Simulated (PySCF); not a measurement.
# C4H7B (BMe2(CCH)): the cost of one run

Computed with PySCF 2.14.0, with density-fitted response routines of our own, on a single molecule in the gas phase. Atoms are numbered from 0 throughout.

### Step 1. The starting structure

12 atoms, charge 0, multiplicity 1; geometry from: GFN2-xTB. The atoms were then displaced at random by about 0.03 Å, so the start is not that level's minimum.

Bonds of the start (Å): B0–C1 1.50, B0–C5 1.69, B0–C9 1.49, C1–H2 1.06, C1–H3 1.16, C1–H4 1.11, C5–H6 1.07, C5–H7 1.12, C5–H8 1.12, C9–C10 1.22, C10–H11 1.02.

### Step 2. Geometry optimisation at PBE0-D3(BJ)/def2-SVP

The job: settings as JSON, then the geometry in Å.

```
{"job": {"xc": "PBE0", "basis": "def2-SVP", "d3": "d3bj", "grid": 1, "maxiter": 40, "shake": 0.03, "kind": "geom"}, "charge": 0, "multiplicity": 1}
B      0.088290    -0.029100     0.010620
C      1.587830     0.009850    -0.012500
H      1.889830    -0.057380     1.000830
H      2.147780     0.933400    -0.430280
H      2.011140    -0.856290    -0.560470
C     -0.786310     1.421250    -0.011320
H     -0.988460     1.656910    -1.035690
H     -0.160450     2.257870     0.384750
H     -1.728400     1.362140     0.583040
C     -0.738690    -1.264680     0.036380
C     -1.361280    -2.309260     0.042040
H     -1.845800    -3.207450     0.043590
```

Launch:

```
OMP_NUM_THREADS=1 python probes_run.py task.json out
```

One launch serves the whole session: the jobs run in the order shown.

**Question.** How long does this first job take on 1 thread of Arm Neoverse V2, shared host, and how much memory does it need?

About 20 s, with a peak of 0.4 GiB.
